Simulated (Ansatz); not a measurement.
# C₂H₄NOSn radical: small, medium and large basis sets

How large a basis does C₂H₄NOSn radical need? Two functionals are run in growing sets.

Method: one geometry, several basis sets; program: Ansatz 0.2.0, Gaussian basis.

Plan: PBE0-D4/def2-SVP; ωB97M-V/def2-SVP; PBE0-D4/def2-QZVPP; ωB97M-V/def2-QZVPP; the functionals' def2-TZVPP values are taken from earlier runs.

**1. The geometry**

The geometry comes from an earlier relaxation with PBE0-D4 in a triple-zeta def2 set; it is a stationary point, not always the lowest conformer. Sn takes the def2 core potential; no spin-orbit term is included.

SMILES `C[O][SnH][C]#N`, 9 atoms, charge 0, spin multiplicity 2.

Atoms are counted from 1 here; the program's logs count them from 0.

Bond lengths: C1–O2 1.406 Å, C1–H6 1.098 Å, C1–H7 1.096 Å, C1–H8 1.094 Å, O2–Sn3 1.962 Å, Sn3–C4 2.123 Å, Sn3–H9 1.732 Å, C4–N5 1.154 Å. Angles: O2–C1–H6 113.0°, O2–C1–H7 111.7°, O2–C1–H8 107.7°, H6–C1–H7 108.5°, H6–C1–H8 107.8°, H7–C1–H8 107.9°, C1–O2–Sn3 121.8°, O2–Sn3–C4 99.9°, O2–Sn3–H9 107.9°, C4–Sn3–H9 107.5°, Sn3–C4–N5 174.0°.

As a file:

```xyz
9

C     0.4631   -1.6525   -0.3510
O     0.2898   -0.2791   -0.6000
Sn    0.2019    1.0339    0.8554
C    -0.5131    2.7206   -0.2168
N    -0.8236    3.7028   -0.7361
H    -0.1278   -2.0121    0.5020
H     1.5156   -1.9026   -0.1742
H     0.1331   -2.1967   -1.2402
H    -1.0507    0.5395    1.9439
```

**2. PBE0-D4 in def2-SVP**

File in.yaml:

```yaml
crystal:
  periodic: [false, false, false]
  atoms:
    - {symbol: C, position_ang: [0.463138, -1.652458, -0.351009]}
    - {symbol: O, position_ang: [0.289794, -0.279138, -0.600033]}
    - {symbol: Sn, position_ang: [0.201945, 1.033873, 0.855439]}
    - {symbol: C, position_ang: [-0.513093, 2.720633, -0.216767]}
    - {symbol: N, position_ang: [-0.823638, 3.702837, -0.736068]}
    - {symbol: H, position_ang: [-0.127756, -2.012105, 0.502050]}
    - {symbol: H, position_ang: [1.515634, -1.902634, -0.174194]}
    - {symbol: H, position_ang: [0.133109, -2.196720, -1.240227]}
    - {symbol: H, position_ang: [-1.050733, 0.539511, 1.943909]}
basis:
  gaussian: {orbitals: def2-SVP}
magnetization: {spin_polarized: true, initial_magnetization: 1}
hamiltonian: {xc: pbe0, dispersion: d4}
output: {orbitals: {seedname: orbitals}}
```

On the command line:

```sh
$ ansatz run in.yaml --threads 2 --pin off --events-out ev --progress --plain --max-ram 32768MiB --backend cpu
```

The runs that follow: ωB97M-V in def2-SVP; PBE0-D4 in def2-QZVPP; ωB97M-V in def2-QZVPP.

Before running them: what should the planned runs give, taken together? Wanted: PBE0-D4: double and triple zeta above quadruple; ωB97M-V: double and triple zeta above quadruple.

The runs gave:

```
                                       quantity          value
PBE0-D4: double and triple zeta above quadruple  7.37, 0.37 eV
ωB97M-V: double and triple zeta above quadruple  7.60, 0.35 eV
```

**Reading.** For PBE0-D4 the step from double to triple zeta gains 7.00 eV and the next only 0.37 eV. These are total energies; as a rule much of such shifts cancels in differences, which this series doesn't test.
